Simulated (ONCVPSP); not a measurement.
# Re: generating and testing an ONCV potential

Aim: build the potential from the settings below, then test how well it stands in for the atom: other configurations, scattering, ghost states and the plane-wave cutoff that it needs.

Method: ONCVPSP 4.0.1, PW91, scalar-relativistic.

### Step 1. Settings

The settings as typed:

```json
{
  "element": "rhenium (Re, Z = 75)",
  "type": "optimised norm-conserving Vanderbilt (ONCV)",
  "frozen core": "[Xe] 4f14",
  "valence charge": "7",
  "reference configuration": "5d5 6s2",
  "partial waves": "6s: rc 2.25 bohr, ncon 4, nbas 7, qcut 2.3 1/bohr, local; p scattering state at 0.17 Ha: rc 2.25 bohr, ncon 4, nbas 8, qcut 2.9 1/bohr, 1 projector; 5d: rc 2.70 bohr, ncon 3, nbas 8, qcut 5.7 1/bohr, 2 projectors, debl 3.4 Ha",
  "local potential": "the s channel",
  "core correction": "Teter function, fcfact 6, rcfact 1.5"
}
```

The outer shells as boxes (Hund's rule for the drawing; the calculation is spin-unpolarised):

```
[Xe] core
4f [↑↓][↑↓][↑↓][↑↓][↑↓][↑↓][↑↓]
5d [↑ ][↑ ][↑ ][↑ ][↑ ]
6s [↑↓]
```

An earlier all-electron run gives the scale for the radii.

All-electron outer shells of the reference configuration (PW91, scalar-relativistic, ld1.x):

```json
{"shell": "4f", "level (eV)": "-42.38", "outermost node (bohr)": "–", "outermost maximum (bohr)": "0.41"}
{"shell": "6s", "level (eV)": "-6.00", "outermost node (bohr)": "1.24", "outermost maximum (bohr)": "2.57"}
{"shell": "5d", "level (eV)": "-5.42", "outermost node (bohr)": "0.62", "outermost maximum (bohr)": "1.41"}
{"shell": "6p", "level (eV)": "-1.38", "outermost node (bohr)": "1.48", "outermost maximum (bohr)": "3.65"}
```

### Step 2. Generation

File Re.dat:

```
# ATOM AND REFERENCE CONFIGURATION
# atsym  z   nc   nv     iexc    psfile
  Re 75.00   12    2  -109134      upf
#
#   n    l    f
    1    0    2.00
    2    0    2.00
    2    1    6.00
    3    0    2.00
    3    1    6.00
    3    2   10.00
    4    0    2.00
    4    1    6.00
    4    2   10.00
    4    3   14.00
    5    0    2.00
    5    1    6.00
    5    2    5.00
    6    0    2.00
#
# PSEUDOPOTENTIAL AND OPTIMIZATION
# lmax
    2
#
#   l,   rc,      ep,       ncon, nbas, qcut
    0    2.25    0.00    4    7    2.30
    1    2.25    0.17    4    8    2.90
    2    2.70    0.00    3    8    5.70
#
# LOCAL POTENTIAL
# lloc, lpopt,  rc(5),   dvloc0
    0    5    2.25    0.00
#
# VANDERBILT-KLEINMAN-BYLANDER PROJECTORs
# l, nproj, debl
    0    0    1.20
    1    1    3.80
    2    2    3.40
#
# MODEL CORE CHARGE
# icmod, fcfact, rcfact
    3    6.00    1.50
#
# LOG DERIVATIVE ANALYSIS
# epsh1, epsh2, depsh
   -2.00    5.00    0.02
#
# OUTPUT GRID
# rlmax, drl
    6.00    0.01
#
# TEST CONFIGURATIONS
# ncnf
    4
# nvcnf
#   n    l    f
    2
    5    2    5.00
    6    0    1.00
#
    2
    5    2    5.00
    6    0    0.00
#
    2
    5    2    4.00
    6    0    0.00
#
    2
    5    2    6.00
    6    0    0.00
#
```

The run is started by

```
$ oncvpsp.x < Re.dat > Re.out
```

Before running it: what results should come out? Wanted: cutoffs for 1 and 0.1 mHa per electron, occupied waves; bound ghosts; GHOST(+) flags; largest test error; largest phase difference near zero energy, channels read; rms error of d²Exc/dn², without and with the model core.

As calculated:

```
                                                quantity                  value
  cutoffs for 1 and 0.1 mHa per electron, occupied waves        11 Ha and 13 Ha
                                            bound ghosts             none found
                                          GHOST(+) flags     none at low energy
                            largest test error (AE − PS)  -555 meV, for 5d4 6s0
largest phase difference near zero energy, channels read              0.035 rad
 rms error of d²Exc/dn², without and with the model core      6.82 and 1.33 mHa
```

The worst unpolarised test, 5d4 6s0, is off by 555 meV on 52.9 eV; by total energies transferability rates as poor. That test lies far up in energy; among those under 40 eV, nearer to bonding, the largest error is 232 meV. The potential is soft on the atom at that tolerance: the looser tolerance needs 11 Ha. At the looser tolerance the 5d wave is the slowest; 6s needs 5 Ha. That counts occupied waves only; other projectors can need more. No bound ghost shows below the valence levels. Of the channels read, p scatters worst near zero energy, by up to 0.03 rad. These are tests on the free atom; a crystal test is still owed.
